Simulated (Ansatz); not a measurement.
# ClH₂ISn: a ladder of functionals and wavefunction methods

The task here is to estimate one member of a computed series from the others.

Program: Ansatz 0.2.0, Gaussian basis. Level of theory: functionals in def2-TZVPP, the program's frozen cores in correlated methods. These are calculated values, not measurements.

Levels to be run: LDA (SPW92), PBE-D4, revPBE-D4, BLYP-D4, r2SCAN-D4, B97M-V, PBE0-D4, B3LYP-D4, r2SCANh-D4, r2SCAN0-D4, HSE06-D4, BHLYP-D4, CAM-B3LYP-D4, LC-ωPBE, ωB97X-V, ωB97M-V, B2PLYP, PBE-QIDH; CCSD(T)/def2-SVP; CCSD(T)/def2-TZVPP; MP2/def2-QZVPP; extrapolation to the limit; RPA on PBE.

### The geometry

An earlier PBE0-D4 in a triple-zeta def2 set relaxation fixed the geometry. Sn, I take the def2 core potential; no spin-orbit term is included.

SMILES `[Cl][SnH2][I]`, 5 atoms, charge 0, spin multiplicity 1.

Atoms are counted from 1 here; the program's logs count them from 0.

Bond lengths: Cl1–Sn2 2.323 Å, Sn2–I3 2.665 Å, Sn2–H4 1.698 Å, Sn2–H5 1.698 Å. Angles: Cl1–Sn2–I3 107.6°, Cl1–Sn2–H4 106.9°, Cl1–Sn2–H5 106.9°, I3–Sn2–H4 109.2°, I3–Sn2–H5 109.2°, H4–Sn2–H5 116.7°.

Coordinates:

```mol
ClH2ISn
  3D, bonds by distance, orders not assigned

  5  4  0  0  0  0  0  0  0  0999 V2000
   -1.9810    0.7614    0.6172 Cl  0  0
    0.0392    0.0026   -0.2422 Sn  0  0
    1.5003   -0.8873    1.8012 I   0  0
   -0.3213   -1.2937   -1.2775 H   0  0
    0.8127    1.3432   -0.9400 H   0  0
  1  2  8  0
  2  3  8  0
  2  4  8  0
  2  5  8  0
M  END
```

Set-up of the first run:

Input file in.yaml:

```yaml
crystal:
  periodic: [false, false, false]
  atoms:
    - {symbol: Cl, position_ang: [-1.980956, 0.761425, 0.617178]}
    - {symbol: Sn, position_ang: [0.039178, 0.002635, -0.242200]}
    - {symbol: I, position_ang: [1.500266, -0.887262, 1.801205]}
    - {symbol: H, position_ang: [-0.321345, -1.293660, -1.277534]}
    - {symbol: H, position_ang: [0.812657, 1.343162, -0.940049]}
basis:
  gaussian: {orbitals: def2-TZVPP}
hamiltonian: {xc: lda}
output: {orbitals: {seedname: orbitals}}
```

Among the steps run: LDA; PBE-D4 (GGA); revPBE-D4 (GGA); BLYP-D4 (GGA); r2SCAN-D4 (meta-GGA); B97M-V (meta-GGA); PBE0-D4 (hybrid); B3LYP-D4 (hybrid); r2SCANh-D4 (hybrid); r2SCAN0-D4 (hybrid); HSE06-D4 (hybrid); BHLYP-D4 (hybrid); CAM-B3LYP-D4 (range-separated); LC-ωPBE-D4 (range-separated; the results give it without D4); ωB97X-V (range-separated); ωB97M-V (range-separated); B2PLYP (double hybrid); PBE-QIDH (double hybrid).

One of the session's tables, all rows but one given; the rest of the session is left out.

It belongs to the step «Orbital energies across the functionals». 

```
  functional  HOMO (eV)  LUMO (eV)  gap (eV)
 LDA (SPW92)      -6.88      -2.93      3.95
      PBE-D4      -6.75      -2.68      4.07
   revPBE-D4      -6.70      -2.60      4.10
     BLYP-D4      -6.57      -2.63      3.94
   r2SCAN-D4      -7.06      -2.48      4.58
      B97M-V      -7.08      -2.40      4.68
     PBE0-D4      -7.89      -1.84      6.05
    B3LYP-D4      -7.64      -2.12      5.52
  r2SCANh-D4      -7.47      -2.18      5.29
  r2SCAN0-D4      -8.09      -1.73      6.37
    HSE06-D4      -7.50      -2.21      5.29
    BHLYP-D4      -8.86      -0.96      7.90
CAM-B3LYP-D4      -9.14      -0.90      8.24
     LC-ωPBE     -10.49       0.26     10.76
     ωB97X-V          ?          ?         ?
     ωB97M-V     -10.02       0.00     10.02
```

Estimate the missing values for ωB97X-V.

**Answer.** HOMO (eV): -10.16; LUMO (eV): 0.15; gap (eV): 10.31. In the column «HOMO (eV)» it lies between LC-ωPBE (-10.49) and ωB97M-V (-10.02).
